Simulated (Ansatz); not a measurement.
# CH5NSSi: the cost of one run

Program: Ansatz 0.2.0. Level of theory: RKS PBE0-D4/def2-SVP. These are calculated values, not measurements.

**1. The starting structure**

SMILES `N=C[SiH2]S`, 9 atoms, charge 0, spin multiplicity 1.

Atoms are counted from 1 here; the program's logs count them from 0.

Bond lengths: N1–C2 1.282 Å, N1–H5 1.036 Å, C2–Si3 1.923 Å, C2–H6 1.118 Å, Si3–S4 2.135 Å, Si3–H7 1.507 Å, Si3–H8 1.506 Å, S4–H9 1.398 Å. Angles: C2–N1–H5 113.3°, N1–C2–Si3 117.3°, N1–C2–H6 122.6°, Si3–C2–H6 120.1°, C2–Si3–S4 102.9°, C2–Si3–H7 108.3°, C2–Si3–H8 108.3°, S4–Si3–H7 114.9°, S4–Si3–H8 114.9°, H7–Si3–H8 107.2°, Si3–S4–H9 84.8°.

As a file:

```xyz
9
charge 0, multiplicity 1
N    -0.61350    1.38700   -0.38529
C     0.27193    0.52414   -0.72468
Si    0.41888   -1.06020    0.35600
S    -1.08850   -0.76841    1.83950
H    -0.63798    2.21486   -1.00776
H     0.94264    0.66416   -1.60764
H     1.82633   -1.14003    0.88748
H     0.21064   -2.25862   -0.53277
H    -1.33044    0.43710    1.17518
```

This geometry comes from a loose relaxation at PBE in a small basis, which is not shown.

**3. The grid**

- dihedral H5–N1–C2–Si3: 12 values from −180 to 150 °, periodic
- dihedral C2–Si3–S4–H9: 12 values from −180 to 150 °, periodic

Relaxed at each point: all other coordinates. Energies count from the relaxed molecule at the same level. Points are written as (first, second).

(The set-up runs are not shown.)

**4. The run at (60°, −60°)**

File input.yaml:

```yaml
crystal:
  periodic: [false, false, false]
  atoms:
    - { symbol: "N", position_ang: [-0.632351, 1.343819, -0.900484] }
    - { symbol: C, position_ang: [-0.077171, 0.203717, -0.974025] }
    - { symbol: Si, position_ang: [0.554418, -0.848759, 0.490194] }
    - { symbol: S, position_ang: [-1.298887, -0.88466, 1.530159] }
    - { symbol: H, position_ang: [-0.418065, 2.287628, -0.560667] }
    - { symbol: H, position_ang: [-0.347266, -0.437085, -1.849483] }
    - { symbol: H, position_ang: [1.863104, -0.605469, 1.174831] }
    - { symbol: H, position_ang: [0.631281, -2.200406, -0.131407] }
    - { symbol: H, position_ang: [-1.132066, 0.478766, 1.531836] }
basis:
  gaussian: { orbitals: def2-SVP }
hamiltonian:
  xc: pbe0
  dispersion: d4
output:
  forces: true
relax:
  f_tol: 0.02
  max_steps: 50
  escape_saddle: false
  constraints: [{ sites: [4, 0, 1, 2] }, { sites: [1, 2, 3, 8] }]
scf:
  lower_state_search: "off"
```

Command:

```console
> ansatz run input.yaml --threads 1 --pin off --max-ram 2560MiB --backend cpu --events-out ev --progress --plain --runs-dir out
```

**Question.** How long does this run take on 1 thread of Arm Neoverse V1, shared host, and how much memory does it need?

About 18 s, with a peak of 0.16 GiB.
